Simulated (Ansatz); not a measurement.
# C6H5S (phs): the cost of one run

Method: DFT PBE0, Gaussian basis def2-TZVPD, and further levels as typed in the inputs, in Ansatz 0.2.0.

## 1. The system as given

Bond lengths: S1–C2 1.779 Å, C2–C3 1.398 Å, C3–C4 1.397 Å, C4–C5 1.394 Å, C5–C6 1.394 Å, C2–C7 1.398 Å, C6–C7 1.397 Å, C3–H8 1.087 Å, C4–H9 1.087 Å, C5–H10 1.087 Å, C6–H11 1.087 Å, C7–H12 1.087 Å. Angles (14 of 18 angles, heavy atoms first): S1–C2–C3 119.8°, S1–C2–C7 120.7°, C3–C2–C7 119.5°, C2–C3–C4 120.3°, C3–C4–C5 120.0°, C4–C5–C6 120.0°, C5–C6–C7 120.1°, C2–C7–C6 120.2°, C2–C3–H8 120.5°, C4–C3–H8 119.3°, C3–C4–H9 119.9°, C5–C4–H9 120.1°, C4–C5–H10 120.0°, C6–C5–H10 120.0°.

Structure file:

```xyz
12

S     2.7715   -0.2773   -0.7086
C     1.0432   -0.1399   -0.3088
C     0.2076   -1.2512   -0.4495
C    -1.1518   -1.1527   -0.1445
C    -1.6814    0.0585    0.2980
C    -0.8536    1.1720    0.4334
C     0.5061    1.0742    0.1288
H     0.6072   -2.2012   -0.7965
H    -1.7964   -2.0210   -0.2544
H    -2.7398    0.1352    0.5339
H    -1.2672    2.1181    0.7732
H     1.1351    1.9546    0.2321
```

## 2. Relaxing the atoms: C6H5S (phs), charge -1

File input.yaml:

```yaml
crystal:
  periodic: [false, false, false]
  atoms:
    - { symbol: S, position_ang: [2.77153, -0.27735, -0.7086] }
    - { symbol: C, position_ang: [1.04318, -0.13995, -0.30883] }
    - { symbol: C, position_ang: [0.20755, -1.25125, -0.44946] }
    - { symbol: C, position_ang: [-1.15177, -1.15273, -0.14448] }
    - { symbol: C, position_ang: [-1.68137, 0.05845, 0.29798] }
    - { symbol: C, position_ang: [-0.85364, 1.17203, 0.43344] }
    - { symbol: C, position_ang: [0.50608, 1.07417, 0.12884] }
    - { symbol: H, position_ang: [0.6072, -2.20119, -0.79646] }
    - { symbol: H, position_ang: [-1.79638, -2.02102, -0.25436] }
    - { symbol: H, position_ang: [-2.7398, 0.1352, 0.53387] }
    - { symbol: H, position_ang: [-1.26723, 2.11813, 0.77325] }
    - { symbol: H, position_ang: [1.13507, 1.95455, 0.23212] }
total_charge: -1
basis:
  gaussian: { orbitals: def2-TZVPD }
hamiltonian:
  xc: pbe0
relax:
  f_tol: 0.004
  max_steps: 80
output:
  orbitals: {}
```

On the command line:

```console
> ansatz run input.yaml --threads 4 --pin off --max-ram 10240MiB --backend cpu --events-out ev --progress --plain --runs-dir out
```

What time and memory should one allow on 4 threads of Intel Xeon 6975P-C (Granite Rapids), shared host?

About 31 s, with a peak of 1.3 GiB.
